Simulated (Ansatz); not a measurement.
# CH7ClO5W: small, medium and large basis sets

An exercise on one series of results from a longer session: the logs are not shown, and one member is left open.

Program: Ansatz 0.2.0, Gaussian basis. Level of theory: one geometry, several basis sets. These are calculated values, not measurements.

Plan: PBE0-D4/def2-SVP; ωB97M-V/def2-SVP; PBE0-D4/def2-QZVPP; ωB97M-V/def2-QZVPP; the functionals' def2-TZVPP values are taken from earlier runs.

## The geometry

All runs share one geometry, relaxed beforehand with PBE0-D4 in a triple-zeta def2 set. W takes the def2 core potential; no spin-orbit term is included.

SMILES `C[O][W]([OH])([OH])([OH])([OH])[Cl]`, 15 atoms, charge 0, spin multiplicity 1.

Atoms are counted from 1 here; the program's logs count them from 0.

Bond lengths: C1–O2 1.395 Å, C1–H9 1.095 Å, C1–H10 1.092 Å, C1–H11 1.094 Å, O2–W3 1.856 Å, W3–O4 1.900 Å, W3–O5 1.877 Å, W3–O6 1.912 Å, W3–O7 1.893 Å, W3–Cl8 2.426 Å, O4–H12 0.962 Å, O5–H13 0.961 Å, O6–H14 0.962 Å, O7–H15 0.962 Å. Angles: O2–C1–H9 109.1°, O2–C1–H10 109.5°, O2–C1–H11 109.0°, H9–C1–H10 110.0°, H9–C1–H11 109.0°, H10–C1–H11 110.1°, C1–O2–W3 140.1°, O2–W3–O4 103.4°, O2–W3–O5 90.8°, O2–W3–O6 165.8°, O2–W3–O7 85.9°, O2–W3–Cl8 85.4°, O4–W3–O5 89.3°, O4–W3–O6 89.8°, O4–W3–O7 164.5°, O4–W3–Cl8 81.2°, O5–W3–O6 94.6°, O5–W3–O7 103.1° and more.

Set-up of the first run:

File in.yaml:

```yaml
crystal:
  periodic: [false, false, false]
  atoms:
    - {symbol: C, position_ang: [-1.088477, -2.075947, 0.358579]}
    - {symbol: O, position_ang: [-0.903066, -0.835601, -0.252319]}
    - {symbol: W, position_ang: [0.200301, 0.653439, -0.145267]}
    - {symbol: O, position_ang: [0.805730, 0.883435, -1.931865]}
    - {symbol: O, position_ang: [-1.248733, 1.786803, -0.516111]}
    - {symbol: O, position_ang: [1.358443, 2.065240, 0.422304]}
    - {symbol: O, position_ang: [0.097011, 0.424949, 1.730552]}
    - {symbol: Cl, position_ang: [2.025998, -0.944239, -0.128587]}
    - {symbol: H, position_ang: [-1.134338, -1.938329, 1.443459]}
    - {symbol: H, position_ang: [-2.016717, -2.524100, -0.001407]}
    - {symbol: H, position_ang: [-0.239605, -2.722616, 0.116876]}
    - {symbol: H, position_ang: [1.595912, 0.412436, -2.212741]}
    - {symbol: H, position_ang: [-2.079651, 1.478770, -0.886732]}
    - {symbol: H, position_ang: [1.857084, 2.498513, -0.276939]}
    - {symbol: H, position_ang: [0.770108, 0.837238, 2.280197]}
basis:
  gaussian: {orbitals: def2-SVP}
hamiltonian: {xc: pbe0, dispersion: d4}
output: {orbitals: {seedname: orbitals}}
```

Command:

```console
$ ansatz run in.yaml --threads 2 --pin off --events-out ev --progress --plain --max-ram 32768MiB --backend cpu
```

Among the steps run: PBE0-D4 in def2-SVP; ωB97M-V in def2-SVP; PBE0-D4 in def2-QZVPP; ωB97M-V in def2-QZVPP.

One table of the session follows, with a row left open; its other results are not shown here.

It belongs to the step «Density functionals: the series». 

```
functional       basis  HOMO (eV)  LUMO (eV)
   PBE0-D4    def2-SVP      -7.97      -2.64
   PBE0-D4  def2-TZVPP      -8.07      -2.63
   PBE0-D4  def2-QZVPP          ?          ?
   ωB97M-V    def2-SVP     -10.24      -0.61
   ωB97M-V  def2-TZVPP     -10.38      -0.60
   ωB97M-V  def2-QZVPP     -10.43      -0.68
```

Estimate the missing values for PBE0-D4, def2-QZVPP.

**Answer.** HOMO (eV): -8.12; LUMO (eV): -2.69. In the column «HOMO (eV)» it lies between ωB97M-V, def2-SVP (-10.24) and PBE0-D4, def2-TZVPP (-8.07).
